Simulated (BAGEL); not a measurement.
# CH8AlN (SMILES [CH3][AlH2-][NH3+]) at HF/def2-SVP (density fitting with qzvpp-jkfit)

Aim: the electronic atomisation energy of CH8AlN at HF/def2-SVP (density fitting with qzvpp-jkfit), from 5 runs. 

The calculation is run with BAGEL 1.2.2.

20 further runs of the same task are left out: 20 set aside as unsound or not needed.

### 1 Starting point

The species is CH8AlN (11 atoms), meant as a singlet with charge 0. As SMILES, `[CH3][AlH2-][NH3+]`. The shape comes from GFN2-xTB, which is rough for such elements, and wasn't checked as a minimum.

Bond lengths: C1–Al2 2.000 Å, Al2–N3 2.076 Å, C1–H4 1.097 Å, C1–H5 1.097 Å, C1–H6 1.097 Å, Al2–H7 1.567 Å, Al2–H8 1.567 Å, N3–H9 1.016 Å, N3–H10 1.016 Å, N3–H11 1.016 Å. Some angles: C1–Al2–N3 101.6°, C1–Al2–H7 120.1°, C1–Al2–H8 120.1°, N3–Al2–H7 95.5°, N3–Al2–H8 95.3°, Al2–C1–H4 111.1°, Al2–C1–H5 114.3°, Al2–C1–H6 114.2°, Al2–N3–H9 112.3°, Al2–N3–H10 107.5°.

### 2 The energy at HF/def2-SVP (density fitting with qzvpp-jkfit)

Input file job.json:

```json
{ "bagel": [

{
  "title": "molecule",
  "basis": "svp",
  "df_basis": "qzvpp-jkfit",
  "angstrom": true,
  "geometry": [
    { "atom": "C", "xyz": [   -1.346560,    0.964680,   -0.162450 ] },
    { "atom": "Al", "xyz": [   -0.405950,   -0.797600,   -0.264060 ] },
    { "atom": "N", "xyz": [    1.513040,   -0.283260,    0.338020 ] },
    { "atom": "H", "xyz": [   -2.397830,    0.868970,   -0.459310 ] },
    { "atom": "H", "xyz": [   -0.931250,    1.737890,   -0.821330 ] },
    { "atom": "H", "xyz": [   -1.370800,    1.405400,    0.842360 ] },
    { "atom": "H", "xyz": [    0.024950,   -1.380580,   -1.653690 ] },
    { "atom": "H", "xyz": [   -0.626530,   -1.871150,    0.856530 ] },
    { "atom": "H", "xyz": [    1.944050,    0.394950,   -0.284290 ] },
    { "atom": "H", "xyz": [    2.074570,   -1.130030,    0.325050 ] },
    { "atom": "H", "xyz": [    1.522310,    0.090720,    1.283160 ] }
  ]
},
{
  "title": "hf"
},
{
  "title": "print",
  "file": "orbitals.molden",
  "orbitals": true
}

]}
```

Run with:

```
$ BAGEL_NUM_THREADS=1 BAGEL job.json > job.out
```

Log:

```text
* using 1 threads per process

  ===============================================================
  ===============================================================

  *** Geometry ***

  { "atom" : "C", "xyz" : [     -2.544630,      1.822981,     -0.306986 ] },
  { "atom" : "Al", "xyz" : [     -0.767134,     -1.507246,     -0.499001 ] },
  { "atom" : "N", "xyz" : [      2.859231,     -0.535284,      0.638765 ] },
  { "atom" : "H", "xyz" : [     -4.531242,      1.642115,     -0.867970 ] },
  { "atom" : "H", "xyz" : [     -1.759807,      3.284136,     -1.552089 ] },
  { "atom" : "H", "xyz" : [     -2.590437,      2.655821,      1.591830 ] },
  { "atom" : "H", "xyz" : [      0.047149,     -2.608918,     -3.125021 ] },
  { "atom" : "H", "xyz" : [     -1.183970,     -3.535961,      1.618607 ] },
  { "atom" : "H", "xyz" : [      3.673722,      0.746347,     -0.537230 ] },
  { "atom" : "H", "xyz" : [      3.920369,     -2.135447,      0.614255 ] },
  { "atom" : "H", "xyz" : [      2.876749,      0.171436,      2.424821 ] },

  Number of auxiliary basis functions:      424

  Since a DF basis is specified, we compute 2- and 3-index integrals:
    o Being stored without compression. Storage requirement is 0.025 GB

  Number of basis functions:       86
  Number of electrons      :       34

    * METHOD: MOLECULE                             0.18

  *** RHF ***

  === Nuclear Repulsion ===
   110.7446774942

      * DIIS with orbital gradients will be used.

  === RHF iteration (svp) ===
      0       -338.59761777          0.01776635           0.04
      1       -338.73456439          0.00873778           0.04
      2       -338.76668114          0.00134324           0.04
      3       -338.76797517          0.00025375           0.04
      4       -338.76801129          0.00007686           0.04
      5       -338.76801502          0.00001293           0.04
      6       -338.76801522          0.00000323           0.04
      7       -338.76801523          0.00000071           0.04
      8       -338.76801523          0.00000019           0.04
      9       -338.76801523          0.00000007           0.04
     10       -338.76801523          0.00000002           0.04
     11       -338.76801523          0.00000000           0.04
    * SCF iteration converged.

    * Permanent dipole moment:
           (   -1.824818,    -0.651604,    -0.606469) a.u.

    * METHOD: HF                                   0.65

    * METHOD: PRINT                                0.02

  ===============================================================
```

Wall time 0.99 s (1 thread of Arm Neoverse V1, shared host); peak memory 0.1 GiB.

### 3 The Al atom

Input file input.json:

```json
{ "bagel": [

{
  "title": "molecule",
  "basis": "svp",
  "df_basis": "qzvpp-jkfit",
  "angstrom": "true",
  "geometry": [
    { "atom": "Al", "xyz": [       0.000000,       0.000000,       0.000000 ] }
  ]
},

{ "title": "uhf", "nopen": 1 },

{ "title": "print", "file": "orbitals.molden", "orbitals": "true" }

]}
```

Run the same way, it converges to -241.78934 Eh (log not shown).

### 4 The C atom, same level

Input file job.json:

```json
{ "bagel" : [

{
  "title" : "molecule",
  "basis" : "svp",
  "df_basis" : "qzvpp-jkfit",
  "angstrom" : true,
  "geometry" : [
    { "atom" : "C", "xyz" : [       0.000000,       0.000000,       0.000000 ] }
  ]
},

{
  "title" : "uhf",
  "nopen" : 2
},

{
  "title" : "print",
  "file" : "orbitals.molden",
  "orbitals" : true
}

]}
```

Run with:

```
$ BAGEL_NUM_THREADS=1 BAGEL job.json > job.out
```

Log:

```text
* using 1 threads per process

  ===============================================================
  ===============================================================

  *** Geometry ***

  { "atom" : "C", "xyz" : [      0.000000,      0.000000,      0.000000 ] },

  Number of auxiliary basis functions:       75

  Since a DF basis is specified, we compute 2- and 3-index integrals:
    o Being stored without compression. Storage requirement is 0.000 GB

  Number of basis functions:       14
  Number of electrons      :        6

    * METHOD: MOLECULE                             0.01

  *** Open-shell HF ***

  === Nuclear Repulsion ===
     0.0000000000

      * DIIS with orbital gradients will be used.

  === UHF iteration (svp) ===
      0        -37.62532341          0.01846855           0.00
      1        -37.64210780          0.00629518           0.00
      2        -37.64458010          0.00267142           0.00
      3        -37.64521347          0.00010888           0.00
      4        -37.64522247          0.00002965           0.00
      5        -37.64522343          0.00000541           0.00
      6        -37.64522345          0.00000166           0.00
      7        -37.64522346          0.00000002           0.00
      8        -37.64522346          0.00000000           0.00
    * SCF iteration converged.

    * S^2 (UHF) is 2.0066

    * Permanent dipole moment:
           (   -0.000000,     0.000000,     0.000000) a.u.

    * METHOD: UHF                                  0.02

    * METHOD: PRINT                                0.00

  ===============================================================
```

Run time: 0.16 s. Hardware: 1 thread of Arm Neoverse V1, shared host.

### 5 The H atom at the same level

Input file hf.json:

```json
{ "bagel": [

{
  "title": "molecule",
  "basis": "svp",
  "df_basis": "qzvpp-jkfit",
  "angstrom": true,
  "geometry": [
    { "atom": "H", "xyz": [       0.000000,       0.000000,       0.000000 ] }
  ]
},

{
  "title": "uhf",
  "nopen": 1
},

{
  "title": "print",
  "file": "orbitals.molden",
  "orbitals": true
}

]}
```

Run the same way, it converges to -0.49928 Eh (log not shown).

### 6 The N atom

Input file hf.json:

```json
{ "bagel": [

{
  "title": "molecule",
  "basis": "svp",
  "df_basis": "qzvpp-jkfit",
  "angstrom": true,
  "geometry": [
    { "atom": "N", "xyz": [    0.000000,    0.000000,    0.000000 ] }
  ]
},
{
  "title": "uhf",
  "nopen": 3
},
{
  "title": "print",
  "file": "orbitals.molden",
  "orbitals": true
}

]}
```

Run the same way, it converges to -54.33652 Eh (log not shown).

### 7 What came out

At HF/def2-SVP (density fitting with qzvpp-jkfit):

| quantity | value |
| --- | --- |
| molecule: total energy | -338.76802 Eh |
| molecule: dipole moment | 5.16 D |
| molecule: HOMO energy | -10.32 eV |
| molecule: LUMO energy | 3.31 eV |
| molecule: HOMO–LUMO gap | 13.62 eV |
| Al atom: total energy | -241.78934 Eh |
| Al atom: dipole moment | 0.00 D |
| Al atom: ⟨S²⟩ | 0.758 |
| C atom: total energy | -37.64522 Eh |
| C atom: dipole moment | 0.00 D |
| C atom: ⟨S²⟩ | 2.007 |
| H atom: total energy | -0.49928 Eh |
| H atom: dipole moment | 0.00 D |
| H atom: ⟨S²⟩ | 0.750 |
| N atom: total energy | -54.33652 Eh |
| N atom: dipole moment | 0.00 D |
| N atom: ⟨S²⟩ | 3.757 |
| electronic atomisation energy | 27.285 eV |

In words: Taking the molecule apart into free atoms costs 27.29 eV (2633 kJ/mol), before zero-point energy and without spin-orbit coupling. Hartree–Fock lacks the correlation of the bonding pairs, which as a rule makes this value much too low; in minimal bases other errors can mask that.
